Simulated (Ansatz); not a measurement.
# BClHI (SMILES ClBI): one structure at several levels

An exercise on one series of results from a longer session: the logs are not shown, and one member is left open.

Computed with Ansatz 0.2.0, Gaussian basis. Level: single points in def2-TZVPP.

Cores are frozen in the correlated methods. Filled d shells of the heavier atoms are correlated. Core potentials replace the inner electrons past krypton, and spin-orbit coupling is left out.

### Starting geometry

SMILES `ClBI`, 4 atoms, charge 0, spin multiplicity 1.

Atoms are counted from 1 here; the program's logs count them from 0.

Bond lengths: Cl1–B2 1.758 Å, B2–I3 2.239 Å, B2–H4 1.199 Å. Angles: Cl1–B2–I3 120.6°, Cl1–B2–H4 125.5°, I3–B2–H4 113.6°.

As a file:

| atom | x (Å) | y (Å) | z (Å) |
| --- | --- | --- | --- |
| Cl1 | -1.6475 | -0.5525 | 0.1466 |
| B2 | -0.0690 | 0.1812 | -0.1008 |
| I3 | 1.7714 | -0.7535 | 0.7675 |
| H4 | 0.1587 | 1.1239 | -0.8056 |

The first run:

Input file run/in.yaml:

```yaml
crystal:
  periodic: [false, false, false]
  atoms:
    - {symbol: Cl, position_ang: [-1.647500, -0.552500, 0.146600]}
    - {symbol: B, position_ang: [-0.069000, 0.181200, -0.100800]}
    - {symbol: I, position_ang: [1.771400, -0.753500, 0.767500]}
    - {symbol: H, position_ang: [0.158700, 1.123900, -0.805600]}
basis:
  gaussian: {orbitals: def2-TZVPP}
correlation: {method: ccsd_t}
output: {forces: true}
```

No record of the launch command was kept for these runs.

Among the steps run: CCSD(T)/def2-TZVPP; PBE0-D4/def2-TZVPP; wB97M-V/def2-TZVPP; r2SCAN-D4/def2-TZVPP; PBE-D4/def2-TZVPP; r2SCANh-D4/def2-TZVPP; wB97X-V/def2-TZVPP.

One of the session's tables, all rows but one given; the rest of the session is left out.

| method | RMS force component (eV/Å) | angle to CCSD(T) forces (°) | dipole (D) |
| --- | --- | --- | --- |
| CCSD(T) | 0.634 | reference | 0.73 |
| PBE0-D4 | 0.646 | 8.5 | 0.73 |
| wB97M-V | 0.647 | 5.5 | 0.84 |
| r2SCAN-D4 | 0.588 | 6.6 | 0.72 |
| PBE-D4 | ? | ? | ? |
| r2SCANh-D4 | 0.618 | 7.7 | 0.76 |
| wB97X-V | 0.658 | 4.7 | 0.85 |

**Question.** Estimate the row for PBE-D4.

As computed: RMS force component (eV/Å): 0.550; angle to CCSD(T) forces (°): 8.0; dipole (D): 0.58. In the column «RMS force component (eV/Å)» it is the lowest.
